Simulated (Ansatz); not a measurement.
# GdBr3: the cost of one run

Program: Ansatz 0.2.0. Level of theory: DFT r²SCAN without U, plane waves, PAW, no spin–orbit coupling unless a run says so. These are calculated values, not measurements.

## Step 1: The starting structure

It takes space group Fm-3m (No. 225, cubic). The conventional cell has a = 6.811 Å, b = 6.811 Å, c = 6.811 Å, α = 90.00°, β = 90.00°, γ = 90.00°. Gd (site symmetry m-3m) has 8 Br at 2.95 Å as nearest neighbours. Br (site symmetry m-3m) has 8 Br at 2.95 Å as nearest neighbours. Br (site symmetry -43m) is surrounded by 4 Gd at 2.95 Å and 4 Br at 2.95 Å.

Structure file:

```xyz
4
Lattice="0.0000 3.4054 3.4054 3.4054 0.0000 3.4054 3.4054 3.4054 0.0000" Properties=species:S:1:pos:R:3 pbc="T T T"
Gd    0.0000    0.0000    0.0000
Br    3.4054    3.4054    3.4054
Br    1.7027    1.7027    1.7027
Br    5.1082    5.1082    5.1082
```

Magnetic order typed: ferromagnetic.

An earlier series on this cell reached its lowest free state from «from atoms, symmetry kept, no search», perhaps among other starts.

## Step 2: From atoms, default search

The input, input.yaml:

```yaml
crystal:
  lattice:
    - [0.0, 3.40544391, 3.40544391]
    - [3.40544391, 0.0, 3.40544391]
    - [3.40544391, 3.40544391, 0.0]
  atoms:
    - { symbol: Gd, position: [0.0, 0.0, 0.0], spin: 7.0 }
    - { symbol: Br, position: [0.5, 0.5, 0.5] }
    - { symbol: Br, position: [0.25, 0.25, 0.25] }
    - { symbol: Br, position: [0.75, 0.75, 0.75] }
basis:
  ecutwfc: 500
  ecutrho_ratio: 4
kpoints:
  mp_grid: { grid: [5, 5, 5] }
hamiltonian:
  xc: r2scan
scf:
  occupations: { method: gaussian, width: 0.05 }
output:
  forces: true
  stress: true
  eigenvalues: true
  populations: true
  hubbard: { sites: [{ site: 0, l: f }] }
  write_density: true
  write_potential: true
  elf: true
  volumetric_format: npy
magnetization:
  spin_polarized: true
```

On the command line:

```console
> ansatz run input.yaml --threads 4 --pin off --max-ram 6144MiB --backend cpu --events-out ev --progress --plain --runs-dir out
```

Q: Estimate wall time and peak memory on 4 threads of Arm Neoverse N1, shared host.

About 7.9 s, with a peak of 0.61 GiB.
